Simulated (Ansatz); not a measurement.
# VSi2: further runs on the relaxed cell

An exercise on one series of results from a longer session: the logs are not shown, and one member is left open.

Method: DFT PBEsol, scalar-relativistic, plane waves, PAW, in Ansatz 0.2.0.

## The starting structure

It takes space group P6_422 (No. 181, hexagonal). The conventional cell has a = 4.522 Å, b = 4.522 Å, c = 6.323 Å, α = 90.00°, β = 90.00°, γ = 120.00°. V (site symmetry 222) is surrounded by 10 Si at 2.49 to 2.64 Å. Si (site symmetry 2) is surrounded by 5 Si at 2.47 to 2.64 Å and 5 V at 2.49 to 2.64 Å.

As a file:

```cif
data_structure
_symmetry_space_group_name_H-M 'P 1'
_symmetry_Int_Tables_number 1
_cell_length_a 4.5217
_cell_length_b 4.5217
_cell_length_c 6.3229
_cell_angle_alpha 90.000
_cell_angle_beta 90.000
_cell_angle_gamma 120.000
_cell_volume 111.96
loop_
_atom_site_label
_atom_site_type_symbol
_atom_site_fract_x
_atom_site_fract_y
_atom_site_fract_z
_atom_site_occupancy
V1 V 0.50000 0.00000 0.00000 1
V2 V 0.50000 0.50000 0.66667 1
V3 V 0.00000 0.50000 0.33333 1
Si1 Si 0.16325 0.32650 0.00000 1
Si2 Si 0.83675 0.16325 0.66667 1
Si3 Si 0.67350 0.83675 0.33333 1
Si4 Si 0.83675 0.67350 0.00000 1
Si5 Si 0.16325 0.83675 0.66667 1
Si6 Si 0.32650 0.16325 0.33333 1
```

It is the result of an earlier relaxation at this level (volume 12.44 Å³/atom; gap on the mesh: none (metal)).

The first run:

The input, input.yaml:

```yaml
crystal:
  lattice:
    - [4.4760682021, 0.0, 0.0]
    - [-2.2380341011, 3.8763887721, 0.0]
    - [0.0, 0.0, 6.2590181296]
  atoms:
    - { symbol: V, position: [0.5, 0.0, 0.0] }
    - { symbol: V, position: [0.5, 0.5, 0.6666666667] }
    - { symbol: V, position: [0.0, 0.5, 0.3333333333] }
    - { symbol: Si, position: [0.1632516007, 0.3265032015, 0.0] }
    - { symbol: Si, position: [0.8367483993, 0.1632516007, 0.6666666667] }
    - { symbol: Si, position: [0.6734967985, 0.8367483993, 0.3333333333] }
    - { symbol: Si, position: [0.8367483993, 0.6734967985, 0.0] }
    - { symbol: Si, position: [0.1632516007, 0.8367483993, 0.6666666667] }
    - { symbol: Si, position: [0.3265032015, 0.1632516007, 0.3333333333] }
basis:
  ecutwfc: 420
kpoints:
  mp_grid: { grid: [12, 12, 6] }
hamiltonian:
  xc: pbesol
scf:
  occupations: { method: gaussian, width: 0.1 }
output:
  forces: true
  stress: true
  eigenvalues: true
relax:
  adjacent_minimum: "off"
  f_tol: 0.01
  max_steps: 30
  cell: { stress_tol: 0.1, fix: [volume] }
```

Launch:

```
> ansatz run input.yaml --threads 2 --pin off --max-ram 5120MiB --backend cpu --events-out ev --progress --plain --runs-dir out
```

Among the steps run: Point at V/V0 = 0.97; Volume × 1.03; Point at V/V0 = 0.94; The cell scaled to 1.06 of its volume; Point at V/V0 = 0.91; Point at V/V0 = 1.10; Volume × 0.88.

One of the session's tables, all rows but one given; the rest of the session is left out.

It belongs to the step «Fit of the equation of state». 

| volume (Å³/atom) | energy above the lowest point (meV/atom) | pressure (GPa) |
| --- | --- | --- |
| 10.947 | 130.8 | 31.42 |
| 11.320 | ? | ? |
| 11.693 | 29.1 | 13.22 |
| 12.067 | 6.9 | 6.09 |
| 12.440 | 0.0 | 0.01 |
| 12.813 | 6.2 | -5.16 |
| 13.186 | 23.5 | -9.56 |
| 13.684 | 61.0 | -14.41 |

Estimate the missing values for volume (Å³/atom) = 11.320.

Worked estimate for «energy above the lowest point (meV/atom)». A straight line through the neighbours (10.947, 130.8) and (11.693, 29.1) gives 130.8 + (29.1 − 130.8) × (11.320 − 10.947) / (11.693 − 10.947) = 79.9; a parabola fitted to 3 rows on both sides gives 70.4.

**Answer.** energy above the lowest point (meV/atom): 69.4; pressure (GPa): 21.59. In «energy above the lowest point (meV/atom)» the line misses by +10.5 and the parabola by +1.0.
